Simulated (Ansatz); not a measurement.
# CH₆GeS: vertical ionisation energy

How much energy removes an electron from CH₆GeS at fixed geometry? The cation is run at each level and the neutral's energy taken from earlier runs.

Program: Ansatz 0.2.0, Gaussian basis. Level of theory: unrestricted cation, the program's frozen cores in correlated methods. These are calculated values, not measurements.

Levels to be run: UKS PBE-D4/def2-TZVPP; UKS r2SCAN-D4/def2-TZVPP; UKS PBE0-D4/def2-TZVPP; UKS B3LYP-D4/def2-TZVPP; UKS wB97X-V/def2-TZVPP; UKS wB97M-V/def2-TZVPP; UKS B2PLYP/def2-TZVPP; UHF-CCSD(T)/def2-TZVPP; UHF-MP2/def2-QZVPP; extrapolation to the limit; then −ε(HOMO) from the neutral's earlier runs with LDA (SPW92), PBE-D4, revPBE-D4, BLYP-D4, r2SCAN-D4, B97M-V, PBE0-D4, B3LYP-D4, r2SCANh-D4, r2SCAN0-D4, HSE06-D4, BHLYP-D4, CAM-B3LYP-D4, LC-ωPBE, ωB97X-V, ωB97M-V.

### Step 1. The relaxed structure

The geometry comes from an earlier relaxation with PBE0-D4 in a triple-zeta def2 set; it is a stationary point, not always the lowest conformer.

SMILES `C[S][GeH3]`, 9 atoms, charge 0, spin multiplicity 1.

Atoms are counted from 1 here; the program's logs count them from 0.

Bond lengths: C1–S2 1.813 Å, C1–H4 1.090 Å, C1–H5 1.090 Å, C1–H6 1.090 Å, S2–Ge3 2.212 Å, Ge3–H7 1.533 Å, Ge3–H8 1.540 Å, Ge3–H9 1.540 Å. Angles: S2–C1–H4 111.3°, S2–C1–H5 106.7°, S2–C1–H6 111.3°, H4–C1–H5 108.7°, H4–C1–H6 109.9°, H5–C1–H6 108.7°, C1–S2–Ge3 99.2°, S2–Ge3–H7 106.6°, S2–Ge3–H8 109.9°, S2–Ge3–H9 109.9°, H7–Ge3–H8 110.8°, H7–Ge3–H9 110.7°, H8–Ge3–H9 108.9°.

### Step 2. Cation, UKS PBE-D4/def2-TZVPP

File in.yaml:

```yaml
crystal:
  periodic: [false, false, false]
  atoms:
    - {symbol: C, position_ang: [-0.731374, 1.034642, -0.884754]}
    - {symbol: S, position_ang: [0.995766, 0.493006, -0.775129]}
    - {symbol: Ge, position_ang: [0.793176, -1.010543, 0.834397]}
    - {symbol: H, position_ang: [-1.388404, 0.211200, -1.166278]}
    - {symbol: H, position_ang: [-0.771957, 1.796305, -1.663420]}
    - {symbol: H, position_ang: [-1.069498, 1.475295, 0.053594]}
    - {symbol: H, position_ang: [2.192063, -1.592928, 1.068449]}
    - {symbol: H, position_ang: [-0.191287, -2.112648, 0.401623]}
    - {symbol: H, position_ang: [0.260013, -0.340729, 2.114318]}
basis:
  gaussian: {orbitals: def2-TZVPP}
total_charge: 1
magnetization: {spin_polarized: true, initial_magnetization: 1}
hamiltonian: {xc: pbe, dispersion: d4}
```

Launch:

```bash
ansatz run in.yaml --threads 2 --pin off --events-out ev --progress --plain --max-ram 32768MiB --backend cpu
```

Further steps of the session: Cation, UKS r2SCAN-D4/def2-TZVPP; Cation, UKS PBE0-D4/def2-TZVPP; Cation, UKS B3LYP-D4/def2-TZVPP; Cation, UKS wB97X-V/def2-TZVPP; Cation, UKS wB97M-V/def2-TZVPP; Cation, UKS B2PLYP (frozen core)/def2-TZVPP; Cation, UHF-CCSD(T)/def2-TZVPP; Cation, UHF-MP2/def2-QZVPP.

Before running them: what should the planned runs give, taken together? Wanted: ionisation energy, CCSD(T)/CBS; nearest functional by difference; nearest −ε(HOMO); −ε(HOMO) of PBE; T1 of the cation.

The runs gave:

| quantity | value |
| --- | --- |
| ionisation energy, CCSD(T)/CBS | 9.12 eV |
| nearest functional by difference | ωB97X-V (-0.12 eV) |
| nearest −ε(HOMO) | ωB97X-V (-0.00 eV) |
| −ε(HOMO) of PBE | 5.56 eV |
| T1 of the cation | 0.015 |

Energy differences with functionals land within 0.33 eV of the reference. The PBE orbital energy is 3.6 eV too small: a semilocal HOMO is no ionisation energy. Among orbital estimates ωB97X-V comes nearest. Hartree-Fock falls 1.17 eV short, as the neutral has more correlation energy than the cation. The cation may have settled in a state other than its lowest; no search over hole states beyond the program's own was made. Correlated methods include outer-core shells of Ge, which these sets cover unevenly. With outer-core shells in play the reference is unsure by up to some tenths of an eV, so close misses can't be ranked.
